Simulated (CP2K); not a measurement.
**NiMoIrPdW in CP2K: the effect of functional**

Crystal: NiMoIrPdW.

```xyz
5
Lattice="4.1170 0.0000 0.0000 -2.0585 3.5655 0.0000 0.0000 0.0000 5.4458" Properties=species:S:1:pos:R:3 pbc="T T T"
Ni    0.0000    0.0000    5.2157
Mo    2.0585    1.1885    5.2367
Pd    2.0585    1.1885    2.5211
Ir    0.0000    2.3770    3.9521
W     0.0000    2.3770    1.2875
```

The cell was built by a generator and needn't be a form met in nature.

Alike in all runs:

| Item | Value |
| --- | --- |
| Program | CP2K 2026.2 |
| Task | band structure |
| Potentials or basis | GTH_POTENTIALS Ni GTH-PBE-q18, Pd GTH-PBE-q18, Ir GTH-PBE-q17, W GTH-PBE-q14; POTENTIAL_UZH Mo GTH-PBE-q14; TZVP-MOLOPT-SR-GTH, TZVP-MOLOPT-PBE-GTH basis |
| Density cutoff | 13606 eV |
| k mesh | 8 × 8 × 5 |
| Occupations | fermi-dirac, width 0.05 eV |
| Spin | collinear spin, ferromagnetic start |
| Starting moments | [1.0, 1.0, 0.0, 0.6, 0.0] μB |

One run gave: pressure -4.8 GPa. Which functional did it use?
A. LDA
B. r2SCAN
C. RPBE
D. vdW-DF-cx
E. PBEsol

B.

```csv
functional,pressure (GPa)
vdW-DF-cx,-6.1
LDA,-11.6
PBEsol,-7.3
RPBE,3.7
r2SCAN,-4.8
```

Caveats: the potentials were made for another functional, which shifts forces and pressure; the basis of atomic orbitals isn't converged, which shifts pressures, moduli and gaps; the total moment is fixed, so each spin has its own Fermi level.
